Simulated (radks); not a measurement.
# Excited configurations of P⁺

Aim: excitation energies and quantum defects of the outer electron of P⁺, by total-energy differences.

The numbers are computed with radks (a radial shooting solver on a logarithmic mesh, Libxc functionals) version 1 (scalar-relativistic Kohn-Sham, r2SCAN, spin-polarised, spherical densities, finite nucleus; open shells are filled with parallel spins first), except any that are marked as measured or tabulated.

2 further runs of the same task are left out: 2 that didn't finish.

### 1 The atom as given

```
element            : phosphorus (Z = 15)
charge             : +1
electrons          : 14
configuration      : [Ne] 3s2 3p2
nuclear rms radius : 3.1889 fm
```

Outer shells as boxes (Hund's rule):

P⁺
```
[Ne] core
3s [↑↓]
3p [↑ ][↑ ][  ]
```

### 2 Ground configuration: [Ne] 3s2 3p2

The run's settings:

```text
Z 15
configuration [Ne] 3s2 3p2
relativity scalar-relativistic
functional r2scan,r2scan
spin polarised
nucleus finite rms 3.1889 fm
c 137.035999084
```

### 3 The ion: [Ne] 3s2 3p1

Input: that of step 2 with these lines changed.

```diff
@@ -1,3 +1,3 @@
 Z 15
-configuration [Ne] 3s2 3p2
+configuration [Ne] 3s2 3p1
 relativity scalar-relativistic
```

### 4 Outer electron in 3d: [Ne] 3s2 3p1 3d1

Input: that of step 3 with these lines changed.

```diff
@@ -1,3 +1,3 @@
 Z 15
-configuration [Ne] 3s2 3p1
+configuration [Ne] 3s2 3p1 3d1
 relativity scalar-relativistic
```

### 5 Outer electron in 4s: [Ne] 3s2 3p1 4s1

Input: that of step 4 with these lines changed.

```diff
@@ -1,3 +1,3 @@
 Z 15
-configuration [Ne] 3s2 3p1 3d1
+configuration [Ne] 3s2 3p1 4s1
 relativity scalar-relativistic
```

### 6 Outer electron in 4d: [Ne] 3s2 3p1 4d1

Input: that of step 5 with these lines changed.

```diff
@@ -1,3 +1,3 @@
 Z 15
-configuration [Ne] 3s2 3p1 4s1
+configuration [Ne] 3s2 3p1 4d1
 relativity scalar-relativistic
```

### 7 Outer electron in 5d: [Ne] 3s2 3p1 5d1

Input: that of step 6 with these lines changed.

```diff
@@ -1,3 +1,3 @@
 Z 15
-configuration [Ne] 3s2 3p1 4d1
+configuration [Ne] 3s2 3p1 5d1
 relativity scalar-relativistic
```

### 8 Outer electron in 6d: [Ne] 3s2 3p1 6d1

Input: that of step 7 with these lines changed.

```diff
@@ -1,3 +1,3 @@
 Z 15
-configuration [Ne] 3s2 3p1 5d1
+configuration [Ne] 3s2 3p1 6d1
 relativity scalar-relativistic
```

Q: Predict the outcome of this session. Wanted: for each run, outer orbital; excitation; binding; n*; quantum defect; <r>.

**Answer**, as computed:

| outer orbital | excitation (eV) | binding (eV) | n* | quantum defect | <r> (bohr) |
| --- | --- | --- | --- | --- | --- |
| 3d | 11.667 | 8.390 | 2.547 | 0.453 | 3.318 |
| 4s | 11.124 | 8.933 | 2.468 | 1.532 | 4.724 |
| 4d | 15.611 | 4.446 | 3.499 | 0.501 | 7.926 |
| 6d | 18.198 | 1.859 | 5.411 | 0.589 | 21.22 |

Binding is E(ion) − E, and n* = 2/√(2·binding) in atomic units. The Δ-SCF energy to the ion that was run is 20.057 eV (NIST's first ionisation energy, to the ion's ground state: 19.769 eV, semi-empirical). Mean quantum defects: d 0.51, s 1.53. They fall with l, since high-l orbitals stay out of the core. Self-interaction in the functional shifts them, so they are the method's values and not measured ones. Open shells are spherical and high-spin; term and fine-structure splittings are not resolved.
